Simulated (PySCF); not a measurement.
# C₆H₇B: a look at the electrons

For C₆H₇B, the scripts below see where an electron leaves and enters, localise its valence orbitals and treat its π system by CASSCF and NEVPT2.

Method: levels as typed in each script, gas phase, geometry from GFN2-xTB; program: PySCF 2.14.0.

## 1. Where the work starts

SMILES `B1C=CC=CC=C1`, 14 atoms, charge 0, spin multiplicity 1.

Bond lengths: B1–C2 1.525 Å, B1–C7 1.525 Å, B1–H8 1.177 Å, C2–C3 1.363 Å, C2–H9 1.087 Å, C3–C4 1.413 Å, C3–H10 1.087 Å, C4–C5 1.366 Å, C4–H11 1.085 Å, C5–C6 1.413 Å, C5–H12 1.085 Å, C6–C7 1.363 Å, C6–H13 1.087 Å, C7–H14 1.087 Å. Angles: C2–B1–C7 123.3°, C2–B1–H8 118.3°, C7–B1–H8 118.3°, B1–C2–C3 129.2°, B1–C2–H9 116.9°, C3–C2–H9 113.9°, C2–C3–C4 128.7°, C2–C3–H10 117.8°, C4–C3–H10 113.5°, C3–C4–C5 130.4°, C3–C4–H11 114.3°, C5–C4–H11 115.3°, C4–C5–C6 130.4°, C4–C5–H12 115.3°, C6–C5–H12 114.3°, C5–C6–C7 128.7°, C5–C6–H13 113.5°, C7–C6–H13 117.8° and more.

Geometry (Å):

```
B     0.0005   -1.7320    0.0000
C    -1.3420   -1.0082    0.0000
C    -1.5990    0.3304    0.0000
C    -0.6831    1.4065    0.0000
C     0.6825    1.4068    0.0000
C     1.5988    0.3311    0.0000
C     1.3424   -1.0076    0.0000
H     0.0008   -2.9086    0.0000
H    -2.2351   -1.6279    0.0000
H    -2.6395    0.6463    0.0000
H    -1.1470    2.3875    0.0000
H     1.1459    2.3880    0.0000
H     2.6392    0.6474    0.0000
H     2.2358   -1.6269    0.0000
```

## 2. Removing and adding an electron (TPSSh/def2-svp)

File input.py:

```python
import numpy as np
from pyscf import gto, scf, dft
from pyscf.scf import atom_ks, atom_hf
from scipy.linalg import block_diag

def solve(mol, dm0=None, hcore=None):
    mf = (dft.UKS if mol.spin else dft.RKS)(mol, xc='tpssh')
    mf.grids.level = 3
    mf = mf.density_fit(auxbasis='def2-universal-jkfit')
    mf.conv_tol, mf.max_cycle = 1e-8, 80
    if hcore is not None:
        mf.get_hcore = lambda *args: hcore
    mf.kernel(dm0)
    if not mf.converged:
        mf = mf.newton().run(mf.mo_coeff, mf.mo_occ, max_cycle=30)
    assert mf.converged, 'SCF not converged'
    return mf

mol = gto.M(atom='''
B      0.00047    -1.73203     0.00000
C     -1.34203    -1.00822     0.00000
C     -1.59901     0.33040     0.00000
C     -0.68312     1.40654     0.00000
C      0.68246     1.40685     0.00000
C      1.59884     0.33111     0.00000
C      1.34245    -1.00762     0.00000
H      0.00081    -2.90858     0.00000
H     -2.23511    -1.62792     0.00000
H     -2.63954     0.64627     0.00000
H     -1.14698     2.38753     0.00000
H      1.14589     2.38805     0.00000
H      2.63923     0.64745     0.00000
H      2.23581    -1.62693     0.00000
''', basis='def2-svp', charge=0, spin=0, verbose=4)
mf = solve(mol)
out = dict(e0=mf.e_tot, dm0=mf.make_rdm1(), c=mf.mo_coeff, occ=mf.mo_occ, eps=mf.mo_energy)
for name, dq, spin in [('cation', 1, 1), ('anion', -1, 1)]:
    ion = mol.copy().set(charge=mol.charge + dq, spin=spin).build()
    mi = solve(ion)
    if spin and dq > 0 and mol.nao < 130:
        c, _, stable, _ = mi.stability(return_status=True)
        if not stable:
            mi = solve(ion, mi.make_rdm1(c, mi.mo_occ))
    print(name, 'vertical energy change / eV', (mi.e_tot - mf.e_tot) * 27.211386)
    out.update({'e_' + name: mi.e_tot, 'dm_' + name: mi.make_rdm1(), 's2_' + name: mi.spin_square()[0], 'eps_' + name: mi.mo_energy, 'occ_' + name: mi.mo_occ})
# spherically averaged free atoms, for the promolecule
atm = atom_ks.get_atm_nrks(mol, xc='tpssh')
pro = block_diag(*[(atm[a[0]][2] * atm[a[0]][3]) @ atm[a[0]][2].T for a in mol._atom])
np.savez('result.npz', pro=pro, **out)
```

Command:

```console
OMP_NUM_THREADS=1 python input.py
```

## 4. Localised orbitals (TPSSh/def2-svp)

File input.py:

```python
import numpy as np
from pyscf import gto, scf, dft, lo
from pyscf.data.elements import chemcore

def solve(mol, dm0=None, hcore=None):
    mf = (dft.UKS if mol.spin else dft.RKS)(mol, xc='tpssh')
    mf.grids.level = 3
    mf = mf.density_fit(auxbasis='def2-universal-jkfit')
    mf.conv_tol, mf.max_cycle = 1e-8, 80
    if hcore is not None:
        mf.get_hcore = lambda *args: hcore
    mf.kernel(dm0)
    if not mf.converged:
        mf = mf.newton().run(mf.mo_coeff, mf.mo_occ, max_cycle=30)
    assert mf.converged, 'SCF not converged'
    return mf

mol = gto.M(atom='''
B      0.00047    -1.73203     0.00000
C     -1.34203    -1.00822     0.00000
C     -1.59901     0.33040     0.00000
C     -0.68312     1.40654     0.00000
C      0.68246     1.40685     0.00000
C      1.59884     0.33111     0.00000
C      1.34245    -1.00762     0.00000
H      0.00081    -2.90858     0.00000
H     -2.23511    -1.62792     0.00000
H     -2.63954     0.64627     0.00000
H     -1.14698     2.38753     0.00000
H      1.14589     2.38805     0.00000
H      2.63923     0.64745     0.00000
H      2.23581    -1.62693     0.00000
''', basis='def2-svp', charge=0, spin=0, verbose=4)
mf = solve(mol)
occ_all = mf.mo_coeff[:, mf.mo_occ > 0]
occ = occ_all[:, chemcore(mol):]
loc = lo.ibo.ibo(mol, occ, iaos=lo.iao.iao(mol, occ_all))
fock, s = mf.get_fock(), mf.get_ovlp()
ortho = lo.orth_ao(mol, 'meta_lowdin')
ortho = lo.vec_lowdin(lo.iao.iao(mol, occ_all), s)
labels = lo.iao.reference_mol(mol).ao_labels(fmt=None)
vir = lo.vvo.livvo(mol, occ_all, mf.mo_coeff[:, mf.mo_occ == 0])
both = np.hstack([loc, vir])
p = (ortho.T @ s @ both) ** 2
pop = np.array([p[[l[0] == a for l in labels]].sum(0) for a in range(mol.natm)])
spd = np.array([[p[[l[0] == a and l[2][-1] == k for l in labels]].sum(0) for k in 'spd'] for a in range(mol.natm)])
eps = np.einsum('pi,pq,qi->i', both, fock, both)
for i in np.argsort(eps):
    top = np.argsort(-pop[:, i])[:3]
    print('%3d %s %9.4f Eh ' % (i + 1, 'occ' if i < loc.shape[1] else 'vir', eps[i]), '  '.join('%s%d %.3f' % (mol.atom_symbol(a), a + 1, pop[a, i]) for a in top))
np.savez('result.npz', c=both, nocc=loc.shape[1], pop=pop, spd=spd, eps=eps, e=mf.e_tot)
```

## 6. The π active space (def2-svp)

File input.py:

```python
import numpy as np
from pyscf import gto, scf, dft, mcscf, mrpt
from pyscf.mcscf import avas

def solve(mol, dm0=None, hcore=None):
    mf = scf.ROHF(mol) if mol.spin else scf.RHF(mol)
    mf = mf.density_fit(auxbasis='def2-universal-jkfit')
    mf.conv_tol, mf.max_cycle = 1e-8, 80
    if hcore is not None:
        mf.get_hcore = lambda *args: hcore
    mf.kernel(dm0)
    if not mf.converged:
        mf = mf.newton().run(mf.mo_coeff, mf.mo_occ, max_cycle=30)
    assert mf.converged, 'SCF not converged'
    return mf

mol = gto.M(atom='''
B      0.00047    -1.73203     0.00000
C     -1.34203    -1.00822     0.00000
C     -1.59901     0.33040     0.00000
C     -0.68312     1.40654     0.00000
C      0.68246     1.40685     0.00000
C      1.59884     0.33111     0.00000
C      1.34245    -1.00762     0.00000
H      0.00081    -2.90858     0.00000
H     -2.23511    -1.62792     0.00000
H     -2.63954     0.64627     0.00000
H     -1.14698     2.38753     0.00000
H      1.14589     2.38805     0.00000
H      2.63923     0.64745     0.00000
H      2.23581    -1.62693     0.00000
''', basis='def2-svp', charge=0, spin=0, verbose=4)
mf = solve(mol)
ncas, nel, orbs = avas.avas(mf, ['B 2pz', 'C 2pz'], threshold=0.5, openshell_option=3)
print('active space', nel, ncas)
assert 2 <= ncas <= 10, 'active space too large or empty'
mc = mcscf.CASSCF(mf, ncas, nel)
mc.natorb, mc.max_cycle_macro = True, 60
mc.fix_spin_(ss=mol.spin / 2 * (mol.spin / 2 + 1))
mc.kernel(orbs)
occ = mc.mo_occ[mc.ncore:mc.ncore + ncas]
print('natural occupations', occ.round(4))
e2 = mrpt.NEVPT(mc).kernel()
out = dict(c=mc.mo_coeff[:, mc.ncore:mc.ncore + ncas], occ=occ, e=mc.e_tot, e2=e2, ehf=mf.e_tot, ok=mc.converged, nel=nel, w0=abs(mc.ci).max() ** 2, dm=mc.make_rdm1())
# the other spin state at the same geometry
other = mol.copy().set(spin=2).build()
mo = scf.ROHF(other).density_fit(auxbasis='def2-universal-jkfit').run()
na = (nel + other.spin) // 2
m2 = mcscf.CASSCF(mo, ncas, (na, nel - na))
m2.natorb = True
m2.fix_spin_(ss=other.spin / 2 * (other.spin / 2 + 1))
m2.kernel(mc.mo_coeff)
e2o = mrpt.NEVPT(m2).kernel()
print('other state above this one / eV: CASSCF', (m2.e_tot - mc.e_tot) * 27.211386, 'NEVPT2', (m2.e_tot + e2o - mc.e_tot - e2) * 27.211386)
np.savez('result.npz', eo=m2.e_tot, e2o=e2o, oko=m2.converged, occo=m2.mo_occ[mc.ncore:mc.ncore + ncas], co=m2.mo_coeff[:, mc.ncore:mc.ncore + ncas], **out)
```

(Steps that only read results are left out.)

**Question.** What will these runs give? Wanted: vertical ionisation energy; vertical electron affinity; triplet less singlet, CASSCF and NEVPT2; weight of the leading determinant.

As calculated:

| quantity | value |
| --- | --- |
| vertical ionisation energy (TPSSh/def2-svp) | 8.88 eV |
| vertical electron affinity (TPSSh/def2-svp) | -0.03 eV |
| localised occupied orbitals above −45 eV (TPSSh/def2-svp) | 17 |
| triplet less singlet, CASSCF and NEVPT2 (def2-svp) | +2.77 and +3.09 eV |
| weight of the leading determinant | 0.87 |

In words: The ionisation energy from two SCF runs, 8.88 eV, lies 2.3 eV above −ε(HOMO) = 6.55 eV of the same level, TPSSh/def2-svp, since self-interaction lifts this functional's HOMO. The geometry was not optimised at these levels.
